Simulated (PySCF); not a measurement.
**C₅H₅F₅S: NMR shifts in solvents**

Aim: compute the NMR shifts of C₅H₅F₅S (`C[C@H](C=S)C(F)(F)C(F)(F)F`), and see what a dielectric continuum does where one was used.

Programs: PySCF 2.14.0, with density-fitted response routines of our own. Each step states its level of theory. These are calculated values for one molecule, in the gas phase or a continuum, unless marked as measured. Atoms count from 0, in the outputs and in this text.

## 1. Starting geometry

16 atoms, charge 0, multiplicity 1; geometry from: GFN2-xTB. The atoms were then displaced at random by about 0.01 Å, so the start is not that level's minimum.

Bonds of the start (Å): C0–C1 1.51, C1–C2 1.50, C2–S3 1.59, C1–C4 1.53, C4–F5 1.36, C4–F6 1.37, C4–C7 1.56, C7–F8 1.33, C7–F9 1.34, C7–F10 1.32, C0–H11 1.08, C0–H12 1.14, C0–H13 1.10, C1–H14 1.09, C2–H15 1.09.

## 2. Optimising the geometry at PBE0-D3(BJ)/def2-SVP

Job settings and geometry (Å):

```
{"job": {"xc": "PBE0", "basis": "def2-SVP", "d3": "d3bj", "grid": 1, "shake": 0.01, "kind": "geom"}, "charge": 0, "multiplicity": 1}
C     -1.553410     1.041900     0.450790
C     -0.505540     0.267670    -0.313820
C     -1.031550    -1.107270    -0.607250
S     -1.449710    -1.580540    -2.063970
C      0.775430     0.205730     0.523750
F      0.564380    -0.421040     1.708040
F      1.213360     1.455880     0.854420
C      1.964130    -0.498360    -0.197120
F      3.082010    -0.419580     0.511650
F      1.674510    -1.799630    -0.370290
F      2.150090     0.036390    -1.384870
H     -1.805190     0.582850     1.397080
H     -2.502350     1.134870    -0.168230
H     -1.232920     2.077230     0.653650
H     -0.260930     0.774460    -1.247740
H     -1.101380    -1.752930     0.264640
```

Run with:

```console
$ OMP_NUM_THREADS=1 python probes_run.py task.json out
```

One launch serves the whole session: the jobs run in the order shown.

Output:

```text
step   0  E = -1089.46567058  max force = 0.026278
step   1  E = -1089.46882632  max force = 0.007894
step   2  E = -1089.46958784  max force = 0.003032
step   3  E = -1089.46964883  max force = 0.003001
step   4  E = -1089.46974703  max force = 0.001368
step   5  E = -1089.46979735  max force = 0.000615
step   6  E = -1089.46982511  max force = 0.000567
step   7  E = -1089.46985365  max force = 0.000908
step   8  E = -1089.46985841  max force = 0.000554
step   9  E = -1089.46985998  max force = 0.000141
optimisation converged
```

Wall time 5.7 min (1 thread of Arm Neoverse N1, shared host); peak memory 0.8 GiB.

Step by step:

```
step  energy from step 0 (eV)  largest force component (eV/Å)
   0                   0.0000                          1.3513
   1                  -0.0859                          0.4059
   2                  -0.1066                          0.1559
   3                  -0.1083                          0.1543
   4                  -0.1109                          0.0703
   5                  -0.1123                          0.0316
   6                  -0.1131                          0.0292
   7                  -0.1138                          0.0467
   8                  -0.1140                          0.0285
   9                  -0.1140                          0.0073
```

Distances of close pairs at the start and the end, largest changes first:

```
  bond  before (Å)  after (Å)  change (Å)
C0–H12       1.137      1.098      -0.039
 C2–S3       1.588      1.612      +0.024
 C0–C1       1.511      1.534      +0.023
C0–H11       1.081      1.099      +0.018
 C4–C7       1.558      1.541      -0.018
 C4–F6       1.365      1.348      -0.017
C2–H15       1.087      1.103      +0.016
 C7–F9       1.344      1.330      -0.015
```

The final coordinates are the input of the step that follows.

```
                         at the end point                value
  point group (found at 0.08 Å tolerance)                   C1
rotational constants (GHz, main isotopes)  1.343, 0.745, 0.592
                        dipole moment (D)                 1.71
```

## 3. NMR shieldings: PBE0/pcSseg-1 in dichloromethane

Job settings and geometry (Å):

```
{"job": {"kind": "nmr", "xc": "PBE0", "basis": "pcSseg-1", "solvent": "dichloromethane", "pop": true}, "charge": 0, "multiplicity": 1}
C     -1.739537     0.818717     0.229526
C     -0.493617     0.158317    -0.373726
C     -0.788095    -1.287312    -0.654816
S     -1.147806    -1.886068    -2.107205
C      0.683918     0.337623     0.576875
F      0.451128    -0.298252     1.744846
F      0.855422     1.647234     0.846453
C      2.035080    -0.177481     0.044787
F      3.001468     0.086628     0.910044
F      1.984735    -1.492268    -0.146878
F      2.321843     0.410541    -1.111498
H     -2.034097     0.324213     1.166291
H     -2.571916     0.747204    -0.482798
H     -1.541962     1.878153     0.441344
H     -0.232213     0.658441    -1.318423
H     -0.804084    -1.933589     0.238590
```

With the program's defaults for keys left out, this is: GIAO PBE0/pcSseg-1 NMR shielding, non-relativistic, IEF-PCM dichloromethane.

Output:

```text
coarse grid: 15584 points
cycle   1  E = -1089.7147047551  dE =  1.791e+00  |g| = 1.119e+00  |ddm| = 3.650e+00
cycle   2  E = -1089.4188967099  dE =  2.958e-01  |g| = 1.788e+00  |ddm| = 1.620e+00
cycle   3  E = -1089.9280955399  dE = -5.092e-01  |g| = 1.186e-01  |ddm| = 1.058e+00
cycle   4  E = -1089.9291029446  dE = -1.007e-03  |g| = 9.897e-02  |ddm| = 1.848e-01
cycle   5  E = -1089.9316231459  dE = -2.520e-03  |g| = 1.741e-02  |ddm| = 1.014e-01
cycle   6  E = -1089.9316867103  dE = -6.356e-05  |g| = 4.416e-03  |ddm| = 1.786e-02
cycle   7  E = -1089.9316904350  dE = -3.725e-06  |g| = 1.163e-03  |ddm| = 3.772e-03
final grid: 152672 points
cycle   8  E = -1090.0308543808  dE = -5.777e-05  |g| = 1.060e-02  |ddm| = 3.309e-02
cycle   9  E = -1090.0308048206  dE =  4.956e-05  |g| = 1.799e-02  |ddm| = 2.382e-02
cycle  10  E = -1090.0308796632  dE = -7.484e-05  |g| = 1.864e-03  |ddm| = 1.606e-02
cycle  11  E = -1090.0308805116  dE = -8.484e-07  |g| = 4.436e-04  |ddm| = 1.828e-03
cycle  12  E = -1090.0308805515  dE = -3.991e-08  |g| = 1.392e-04  |ddm| = 3.814e-04
cycle  13  E = -1090.0308805544  dE = -2.841e-09  |g| = 3.620e-05  |ddm| = 1.007e-04
cycle  14  E = -1090.0308805547  dE = -2.974e-10  |g| = 7.499e-06  |ddm| = 3.552e-05
converged SCF energy = -1090.0308805547

GIAO shielding tensors (ppm)
atom      isotropic    diamagn.    paramagn.     s11        s22        s33       span
  0 C      170.059     245.548     -75.489    154.513    169.385    186.280     31.767
  1 C      122.327     251.211    -128.884    103.189    113.621    150.171     46.983
  2 C      -85.005     256.595    -341.600   -252.254   -149.307    146.545    398.799
  3 S     -547.935    1056.265   -1604.201  -1943.224   -408.473    707.892   2651.116
  4 C       66.193     244.039    -177.846     51.603     70.690     76.286     24.684
  5 F      327.101     475.480    -148.379    234.922    342.485    403.897    168.975
  6 F      314.219     474.231    -160.012    221.753    332.383    388.522    166.768
  7 C       59.666     244.149    -184.483     51.715     60.658     66.627     14.912
  8 F      281.271     468.211    -186.940    206.200    283.325    354.288    148.087
  9 F      269.197     473.757    -204.561    199.026    271.814    336.750    137.724
 10 F      274.371     473.171    -198.800    198.722    276.545    347.848    149.126
 11 H       29.486      28.908       0.578     24.510     28.728     35.220     10.710
 12 H       30.126      28.281       1.845     25.253     28.044     37.081     11.827
 13 H       29.381      28.707       0.674     24.396     28.188     35.559     11.163
 14 H       27.817      32.128      -4.311     24.735     28.692     30.023      5.288
 15 H       20.179      29.690      -9.511     14.088     20.655     25.793     11.705
```

Wall time 97 s (1 thread of Arm Neoverse N1, shared host); peak memory 1.1 GiB.

The references, computed at this level on geometries of the same kind, shield at (ppm): 1H TMS 31.24, 13C TMS 185.3, 19F CFCl3 180.1, 33S CS2 495. Their shielding less the atom's gives the shift. The references are single molecules in the same continuum, so shifts against H2O, NH3, PH3, H3PO4 or CFCl3 are not on the usual liquid scales and can be off by tens of ppm. Atoms listed in one row are averaged.

```
        atoms                                 environment  σ (ppm)  δ (ppm)
           C2                         thiocarbonyl carbon    -85.0    270.3
           C7                                  CF3 carbon     59.7    125.7
           C4  fully substituted sp3 carbon bonded to 2 F     66.2    119.1
           C1                                      sp3 CH    122.3     63.0
           C0                               methyl carbon    170.1     15.3
          H15           hydrogen on a thiocarbonyl carbon    20.18    11.06
          H14                       hydrogen on an sp3 CH    27.82     3.43
H11, H12, H13                 hydrogen on a methyl carbon    29.66     1.58
           S3                               thione sulfur     -548     1043
  F8, F9, F10                     fluorine of a CF3 group    274.9    -94.9
           F6                     fluorine of a CF2 group    314.2   -134.1
           F5                     fluorine of a CF2 group    327.1   -147.0
```

Charges from the same density, by scheme (e):

```
      atoms  Mulliken    IAO  Hirshfeld  ESP fit
         C0     -0.20  -0.41      -0.11    -0.45
         C1     -0.35  -0.16      -0.05     0.53
         C2     -0.15  -0.18       0.01    -0.30
         S3     -0.06  -0.04      -0.11    -0.15
         C4      0.43   0.53       0.16     0.19
         F5     -0.28  -0.29      -0.08    -0.18
         F6     -0.28  -0.28      -0.08    -0.18
         C7      0.87   0.79       0.24     0.45
F8, F9, F10     -0.25  -0.27      -0.08    -0.15
```

Mayer bond orders: C0–C1 1.01, C1–C2 0.94, C2–S3 1.89, C1–C4 0.94, C4–F5 0.94, C4–F6 0.94, C4–C7 0.91, C7–F8 1.02, C7–F9 1.01, C7–F10 1.01.

## 4. Shielding tensors: PBE0/pcSseg-1 in water

Settings changed since step 3:

```diff
@@ -1,2 +1,2 @@
-{"job": {"kind": "nmr", "xc": "PBE0", "basis": "pcSseg-1", "solvent": "dichloromethane", "pop": true}, "charge": 0, "multiplicity": 1}
+{"job": {"kind": "nmr", "xc": "PBE0", "basis": "pcSseg-1", "solvent": "water", "pop": false}, "charge": 0, "multiplicity": 1}
 C     -1.739537     0.818717     0.229526
```

Method: GIAO PBE0/pcSseg-1 NMR shielding, non-relativistic, IEF-PCM water.

Output:

```text
coarse grid: 15584 points
cycle   1  E = -1089.7165715187  dE =  1.789e+00  |g| = 1.117e+00  |ddm| = 3.649e+00
cycle   2  E = -1089.4277162335  dE =  2.889e-01  |g| = 1.777e+00  |ddm| = 1.600e+00
cycle   3  E = -1089.9294518863  dE = -5.017e-01  |g| = 1.120e-01  |ddm| = 1.036e+00
cycle   4  E = -1089.9303048789  dE = -8.530e-04  |g| = 9.400e-02  |ddm| = 1.714e-01
cycle   5  E = -1089.9325622698  dE = -2.257e-03  |g| = 1.712e-02  |ddm| = 9.505e-02
cycle   6  E = -1089.9326239708  dE = -6.170e-05  |g| = 4.283e-03  |ddm| = 1.753e-02
cycle   7  E = -1089.9326274921  dE = -3.521e-06  |g| = 1.132e-03  |ddm| = 3.657e-03
final grid: 152672 points
cycle   8  E = -1090.0317873990  dE = -5.806e-05  |g| = 1.054e-02  |ddm| = 3.308e-02
cycle   9  E = -1090.0317408797  dE =  4.652e-05  |g| = 1.765e-02  |ddm| = 2.330e-02
cycle  10  E = -1090.0318124580  dE = -7.158e-05  |g| = 1.768e-03  |ddm| = 1.543e-02
cycle  11  E = -1090.0318132152  dE = -7.572e-07  |g| = 4.432e-04  |ddm| = 1.719e-03
cycle  12  E = -1090.0318132560  dE = -4.081e-08  |g| = 1.375e-04  |ddm| = 3.827e-04
cycle  13  E = -1090.0318132588  dE = -2.753e-09  |g| = 3.565e-05  |ddm| = 9.972e-05
cycle  14  E = -1090.0318132591  dE = -2.892e-10  |g| = 7.623e-06  |ddm| = 3.381e-05
converged SCF energy = -1090.0318132591

GIAO shielding tensors (ppm)
atom      isotropic    diamagn.    paramagn.     s11        s22        s33       span
  0 C      170.103     245.540     -75.438    154.574    169.324    186.410     31.836
  1 C      122.223     251.169    -128.945    102.756    113.913    150.001     47.245
  2 C      -86.222     256.624    -342.846   -253.063   -152.750    147.148    400.211
  3 S     -528.152    1056.339   -1584.491  -1891.331   -401.234    708.110   2599.440
  4 C       66.128     244.049    -177.921     51.489     70.703     76.192     24.703
  5 F      327.137     475.502    -148.365    234.940    342.536    403.936    168.996
  6 F      314.426     474.254    -159.827    222.000    332.538    388.741    166.741
  7 C       59.655     244.171    -184.516     51.778     60.624     66.563     14.785
  8 F      281.622     468.252    -186.630    206.522    283.791    354.554    148.032
  9 F      269.404     473.785    -204.381    199.167    272.087    336.959    137.792
 10 F      274.390     473.180    -198.790    198.688    276.580    347.902    149.214
 11 H       29.462      28.871       0.591     24.484     28.690     35.213     10.730
 12 H       30.103      28.240       1.863     25.210     28.027     37.072     11.863
 13 H       29.365      28.684       0.681     24.373     28.172     35.551     11.178
 14 H       27.771      32.073      -4.301     24.704     28.631     29.980      5.276
 15 H       20.153      29.639      -9.486     13.990     20.612     25.858     11.868
```

Wall time 85 s (1 thread of Arm Neoverse N1, shared host); peak memory 1.1 GiB.

This run: δ C2 271.7, C7 125.8, C4 119.4, C1 63.3, H15 11.09, H14 3.47 ppm.

## 5. Comparing the runs: NMR shifts

Shifts (ppm) of some atoms, chosen among heavy atoms and hydrogens apart, means over like atoms, with basis size and wall time:

```
                             run     C2    H15   H14    S3     F8      F6      F5  functions  time
PBE0/pcSseg-1 in dichloromethane  270.3  11.06  3.43  1043  -94.9  -134.1  -147.0        219  97 s
          PBE0/pcSseg-1 in water  271.7  11.09  3.47  1023  -94.5  -133.8  -146.5        219  85 s
```

The continuum's effect on the ground state:

```
        solvent      ε  polarisation energy (Eh)  μ (D)
dichloromethane   8.93                   -0.0056   2.27
          water  78.36                   -0.0068   2.36
```

## 6. Outcome

```
                                                                                  quantity                                value
                                                                               point group                                   C1
                                                      rotational constants (main isotopes)                 1.34, 0.74, 0.59 GHz
                                   13C shifts against TMS (PBE0/pcSseg-1, dichloromethane)  270.3, 125.7, 119.1, 63.0, 15.3 ppm
   1H shifts against TMS (PBE0/pcSseg-1, dichloromethane, means over atoms taken as alike)                11.06, 3.43, 1.58 ppm
                                   33S shifts against CS2 (PBE0/pcSseg-1, dichloromethane)                             1043 ppm
19F shifts against CFCl3 (PBE0/pcSseg-1, dichloromethane, means over atoms taken as alike)            -94.9, -134.1, -147.0 ppm
                                                                  range of the shift of S3                     1023 to 1043 ppm
```

In words: The optimisation took 9 steps and gained 0.114 eV; among the close pairs (by a distance rule), C0–H12 changed most, from 1.137 to 1.098 Å. No frequency check was run at this level, so the end point may be a saddle. The most deshielded carbon is C2 (thiocarbonyl carbon), at 270.3 ppm: the small n→π* gap of C=S deshields it strongly. At PBE0/pcSseg-1: The widest tensor belongs to S3: span 2651 ppm, with a paramagnetic part of -1604 ppm. Across the 2 runs the shift of S3 moves most, between 1023 (PBE0/pcSseg-1 in water) and 1043 ppm (PBE0/pcSseg-1 in dichloromethane). The continuum holds electrostatics alone: no hydrogen bonds to the solvent, and the gas-phase geometry is kept.
